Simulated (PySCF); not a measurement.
# Gd(NH2)3: forces at shaken geometries

Aim: move all atoms of relaxed Gd(NH2)3 at random and read energies and forces. The species was built from a template and needn't be a known compound.

Method: PBE0, Gd lcecp-1-SVP with ECP53, N def2-SVP, H def2-SVP; scalar-relativistic core potentials, no spin–orbit coupling; program: PySCF 2.14.0.

4 further runs of the same task are left out: 2 for a known fault of the program, 2 that didn't finish.

## (1) Where the work starts

10 atoms, charge 0, spin multiplicity 1.

Bond lengths: Gd1–N2 2.199 Å, Gd1–N5 2.198 Å, Gd1–N8 2.198 Å, N2–H3 1.021 Å, N2–H4 1.021 Å, N5–H6 1.021 Å, N5–H7 1.021 Å, N8–H9 1.021 Å, N8–H10 1.021 Å. Angles: N2–Gd1–N5 119.9°, N2–Gd1–N8 119.8°, N5–Gd1–N8 119.5°, Gd1–N2–H3 127.5°, Gd1–N2–H4 127.3°, H3–N2–H4 105.1°, Gd1–N5–H6 127.1°, Gd1–N5–H7 127.7°, H6–N5–H7 105.1°, Gd1–N8–H9 127.1°, Gd1–N8–H10 127.8°, H9–N8–H10 105.1°.

Geometry (Å):

```mol
GdH6N3
  3D, bonds by distance, orders not assigned

 10  9  0  0  0  0  0  0  0  0999 V2000
    0.0166   -0.0077    0.1344 Gd  0  0
    2.1922    0.0078   -0.1833 N   0  0
    2.8070    0.8211   -0.2397 H   0  0
    2.8010   -0.7972   -0.3377 H   0  0
   -1.0877    1.8895    0.2445 N   0  0
   -2.1001    2.0100    0.3002 H   0  0
   -0.7092    2.8368    0.1968 H   0  0
   -1.0943   -1.9000    0.0001 N   0  0
   -2.1075   -2.0227    0.0325 H   0  0
   -0.7180   -2.8377   -0.1479 H   0  0
  1  2  8  0
  1  5  8  0
  1  8  8  0
  2  3  8  0
  2  4  8  0
  5  6  8  0
  5  7  8  0
  8  9  8  0
  8 10  8  0
M  END
```

Formal oxidation states: Gd +3. Each metal's 7 4f electrons lie in its core potential, so multiplicities, spins and levels count the valence alone. An earlier session relaxed this geometry at PBE0, Gd lcecp-1-SVP with ECP53, N def2-SVP, H def2-SVP (singlet, point group C3v).

Its energy there is -203.530364 Eh.

## (2) Atoms moved at random, σ = 0.15 Å

run.py (the lines that set the calculation) reads:

```python
mol = gto.M(atom='''
Gd    -0.04174    -0.12271    -0.04396
N      2.29257    -0.04071    -0.16062
H      2.80602     0.96506     0.12339
H      2.93625    -0.87401    -0.46434
N     -1.07585     1.87075     0.20287
H     -2.04131     2.06607     0.32284
H     -0.53781     3.00281     0.12022
N     -1.00840    -1.90022     0.20472
H     -2.28906    -2.15100    -0.01085
H     -1.04067    -2.81604    -0.29428''',
    basis={'Gd': 'lcecp-1-SVP', 'N': 'def2-SVP', 'H': 'def2-SVP'},
    ecp={'Gd': 'lcecp-1-SVP'},
    charge=0, spin=0)
mf = dft.RKS(mol, xc='PBE0')
mf.grids.atom_grid = (50, 194)  # f atoms: unpruned, at least (60, 302)
mf = mf.density_fit()  # fitting sets: Gd AutoAux, N def2-universal-JKFIT, H def2-universal-JKFIT
mf.conv_tol = 1e-08; mf.max_cycle = 55
mf.kernel(dm0)  # dm0: the density of the relaxed state
```

Run with:

```bash
$ OMP_NUM_THREADS=2 python run.py
```

## (3) Atoms moved at random, σ = 0.15 Å

run.py (the lines that set the calculation) reads:

```python
mol = gto.M(atom='''
Gd     0.23598    -0.08642    -0.03471
N      2.07276    -0.16183    -0.24525
H      2.60177     0.84398    -0.35874
H      2.67296    -0.75697    -0.30672
N     -1.11396     1.82041     0.30904
H     -2.01548     1.93426     0.29179
H     -0.72346     2.95496     0.14269
N     -0.97626    -1.81088     0.12031
H     -1.87100    -2.02260     0.30618
H     -0.88330    -2.71492    -0.22460''',
    basis={'Gd': 'lcecp-1-SVP', 'N': 'def2-SVP', 'H': 'def2-SVP'},
    ecp={'Gd': 'lcecp-1-SVP'},
    charge=0, spin=0)
mf = dft.RKS(mol, xc='PBE0')
mf.grids.atom_grid = (50, 194)  # f atoms: unpruned, at least (60, 302)
mf = mf.density_fit()  # fitting sets: Gd AutoAux, N def2-universal-JKFIT, H def2-universal-JKFIT
mf.conv_tol = 1e-08; mf.max_cycle = 55
mf.kernel(dm0)  # dm0: the density of the relaxed state
```

## (4) Atoms moved at random, σ = 0.1 Å

run.py (the lines that set the calculation) reads:

```python
mol = gto.M(atom='''
Gd     0.08752    -0.01361     0.16482
N      2.20947     0.11112    -0.16012
H      2.75022     0.76918    -0.27687
H      2.65535    -0.93710    -0.26634
N     -1.21194     1.94978     0.15445
H     -2.00269     1.92698     0.45149
H     -0.64882     2.82540     0.21746
N     -0.97212    -1.78084    -0.16859
H     -2.10188    -2.07597     0.00694
H     -0.76510    -2.77494    -0.12325''',
    basis={'Gd': 'lcecp-1-SVP', 'N': 'def2-SVP', 'H': 'def2-SVP'},
    ecp={'Gd': 'lcecp-1-SVP'},
    charge=0, spin=0)
mf = dft.RKS(mol, xc='PBE0')
mf.grids.atom_grid = (50, 194)  # f atoms: unpruned, at least (60, 302)
mf = mf.density_fit()  # fitting sets: Gd AutoAux, N def2-universal-JKFIT, H def2-universal-JKFIT
mf.conv_tol = 1e-08; mf.max_cycle = 55
mf.kernel(dm0)  # dm0: the density of the relaxed state
```

**Question.** What will these runs give? Wanted: for each run, σ; energy rise; harmonic estimate −½ F·u; largest force component.

**Answer**, as computed:

| σ (Å) | energy rise (eV) | harmonic estimate −½ F·u (eV) | largest force component (eV/Å) |
| --- | --- | --- | --- |
| 0.15 | 3.407 | 3.019 | 7.32 |
| 0.15 | 4.469 | 4.715 | 12.21 |
| 0.1 | 3.233 | 3.154 | 15.28 |

Every displacement raises the energy. For a harmonic well the rise equals −½ F·u; the two differ by at most 11 % here (a move with σ = 0.15 Å), from anharmonicity, the grid and the small forces left at the relaxed point. The bases are small and lack diffuse functions. Spin–orbit coupling is left out.
